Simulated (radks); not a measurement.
# Valence configurations of K

One table from this session's results is given with a row withheld; the runs are named, their logs left out.

Method: scalar-relativistic Kohn-Sham, PBE, spin-polarised, spherical densities, point nucleus; open shells are filled with parallel spins first. Code: radks (a radial shooting solver on a logarithmic mesh, Libxc functionals) version 1.

## Starting point

- element: potassium (Z = 19)
- charge: 0
- electrons: 19
- configuration: [Ar] 4s1
- others tried: 4p1; 3d1; 3d0.5 4s0.5; 4s0.5 4p0.5

The outer shells:

K
```
[Ar] core
4s [↑ ]
```

The first run:

Settings of this run:

```text
Z 19
configuration [Ar] 4s1
relativity scalar-relativistic
functional pbe,pbe
spin polarised
nucleus point
c 137.035999084
```

Steps of the session up to this table: [Ar] 4s1.

One of the session's tables, all rows but one given; the rest of the session is left out.

It belongs to the step «[Ar] 4s1». Sizes of the orbitals, from the radial functions (bohr):

| level | <r> | outermost maximum (interpolated) | 90 % within | nodes |
| --- | --- | --- | --- | --- |
| 2s down | 0.3876 | 0.318 | 0.604 | 1 |
| 2p up | 0.3506 | 0.263 | 0.579 | 0 |
| 2p down | 0.3506 | 0.263 | 0.579 | 0 |
| 3s up | 1.269 | 1.08 | 1.92 | 2 |
| 3s down | ? | ? | ? | ? |
| 3p up | 1.438 | 1.16 | 2.25 | 1 |
| 3p down | 1.432 | 1.16 | 2.23 | 1 |
| 4s up | 4.928 | 4.17 | 7.44 | 3 |

Q: Estimate the row for 3s down from the others.

The run gave: <r>: 1.268; outermost maximum (interpolated): 1.08; 90 % within: 1.91; nodes: 2. In the column «<r>» it lies between 2s down (0.3876) and 3s up (1.269).
